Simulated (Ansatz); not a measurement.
# Rb2Re: the cost of one run

Computed with Ansatz 0.2.0 (DFT PBE, scalar-relativistic, plane waves, PAW, unless a step's input says otherwise).

**1. The structure to begin with**

Symmetry: I4_1/amd, No. 141, tetragonal system. Conventional cell: a = 4.824 Å, b = 4.824 Å, c = 16.774 Å, α = 90.00°, β = 90.00°, γ = 90.00°. Rb (site symmetry 2mm) has 3 Rb at 2.79 to 2.80 Å as nearest neighbours. Re (site symmetry -4m2) is surrounded by 12 Rb at 3.69 Å.

Coordinates:

```cif
data_structure
_symmetry_space_group_name_H-M 'I4_1/amd:1'
_symmetry_Int_Tables_number 141
_cell_length_a 4.8243
_cell_length_b 4.8243
_cell_length_c 16.7739
_cell_angle_alpha 90.000
_cell_angle_beta 90.000
_cell_angle_gamma 90.000
_cell_volume 390.39
loop_
_atom_site_label
_atom_site_type_symbol
_atom_site_symmetry_multiplicity
_atom_site_Wyckoff_symbol
_atom_site_fract_x
_atom_site_fract_y
_atom_site_fract_z
_atom_site_occupancy
Rb1 Rb 8 e 0.00000 0.00000 0.41650 1
Re1 Re 4 a 0.00000 0.00000 0.00000 1
```

This is candidate A: ThSi2 type (I4_1/amd, No. 141).

(A quick probe on a coarse mesh, which set the mesh and smearing, is not shown.)

**3. Rough relaxation on the coarse mesh (candidate A)**

Contents of input.yaml:

```yaml
crystal:
  lattice:
    - [-2.4121384415, 2.4121384415, 8.38694573]
    - [2.4121384415, -2.4121384415, 8.38694573]
    - [2.4121384415, 2.4121384415, -8.38694573]
  atoms:
    - { symbol: Rb, position: [0.4165, 0.4165, 0.0] }
    - { symbol: Rb, position: [0.1665, 0.6665, 0.5] }
    - { symbol: Rb, position: [0.3335, 0.8335, 0.5] }
    - { symbol: Rb, position: [0.5835, 0.5835, 0.0] }
    - { symbol: Re, position: [0.0, 0.0, 0.0] }
    - { symbol: Re, position: [0.75, 0.25, 0.5] }
basis:
  ecutwfc: 420
kpoints:
  mp_grid: { grid: [6, 6, 6] }
hamiltonian:
  xc: pbe
scf:
  occupations: { method: gaussian, width: 0.1 }
  lower_state_search: "off"
output:
  forces: true
  stress: true
  eigenvalues: true
relax:
  adjacent_minimum: "off"
  f_tol: 0.04
  max_steps: 70
  cell: { stress_tol: 0.4 }
```

Launch:

```
> ansatz run input.yaml --threads 1 --pin off --max-ram 2560MiB --backend cpu --events-out ev --progress --plain --runs-dir out
```

What time and memory should one allow on 1 thread of Arm Neoverse V1, shared host?

About 9.4 min, with a peak of 0.58 GiB.
